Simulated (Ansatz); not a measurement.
# F2GeH5P: the cost of one run

Program: Ansatz 0.2.0. Level of theory: RKS B3LYP/def2-SVP. These are calculated values, not measurements.

## Step 1: The system as given

Bond lengths: Ge1–F2 2.030 Å, Ge1–F3 1.680 Å, Ge1–H4 1.549 Å, Ge1–H5 1.549 Å, Ge1–P6 2.570 Å, P6–H7 1.420 Å, P6–H8 1.420 Å. Angles: F2–Ge1–F3 109.4°, F2–Ge1–H4 109.5°, F2–Ge1–H5 109.5°, F2–Ge1–P6 71.6°, F3–Ge1–H4 109.5°, F3–Ge1–H5 109.5°, F3–Ge1–P6 178.9°, H4–Ge1–H5 109.5°, H4–Ge1–P6 70.0°, H5–Ge1–P6 70.0°, Ge1–P6–H7 109.5°, Ge1–P6–H8 109.5°, H7–P6–H8 109.4°.

Structure file:

```xyz
9

Ge    0.0000    0.0000    0.0000
F     0.0000    0.0000    2.0300
F     1.5842    0.0000   -0.5594
H    -0.7300    1.2648   -0.5162
H    -0.7300   -1.2648   -0.5162
P    -2.4389    0.0000    0.8104
H    -3.2053   -0.8853    0.0071
H    -2.4887   -0.4268    2.1638
H    -1.1956    0.0000    1.9332
```

## Step 2: Pulling towards end A

Springs on the bonds that form and break draw the guess towards this end; the thresholds are loose.

The input, input.yaml:

```yaml
crystal:
  periodic: [false, false, false]
  atoms:
    - { symbol: Ge, position_ang: [0.0, 0.0, 0.0] }
    - { symbol: F, position_ang: [0.0, 0.0, 2.03] }
    - { symbol: F, position_ang: [1.5842, 0.0, -0.5594] }
    - { symbol: H, position_ang: [-0.73, 1.2648, -0.5162] }
    - { symbol: H, position_ang: [-0.73, -1.2648, -0.5162] }
    - { symbol: P, position_ang: [-2.4389, 0.0, 0.8104] }
    - { symbol: H, position_ang: [-3.2053, -0.8853, 0.0071] }
    - { symbol: H, position_ang: [-2.4887, -0.4268, 2.1638] }
    - { symbol: H, position_ang: [-1.1956, 0.0, 1.9332] }
basis:
  gaussian: { orbitals: def2-SVP }
hamiltonian:
  xc: b3lyp
relax:
  f_tol: 0.15
  max_steps: 25
  restrain:
    - { distance: [0, 5], at: 3.47, k: 30.0 }
    - { distance: [8, 1], at: 2.12, k: 30.0 }
    - { distance: [0, 1], at: 1.68, k: 30.0 }
    - { distance: [8, 5], at: 1.42, k: 30.0 }
```

Launch:

```bash
> ansatz run input.yaml --threads 2 --pin off --max-ram 3072MiB --backend cpu --events-out ev --progress --plain --runs-dir out
```

Q: Estimate wall time and peak memory on 2 threads of Arm Neoverse V2, shared host.

About 25 s, with a peak of 0.24 GiB.
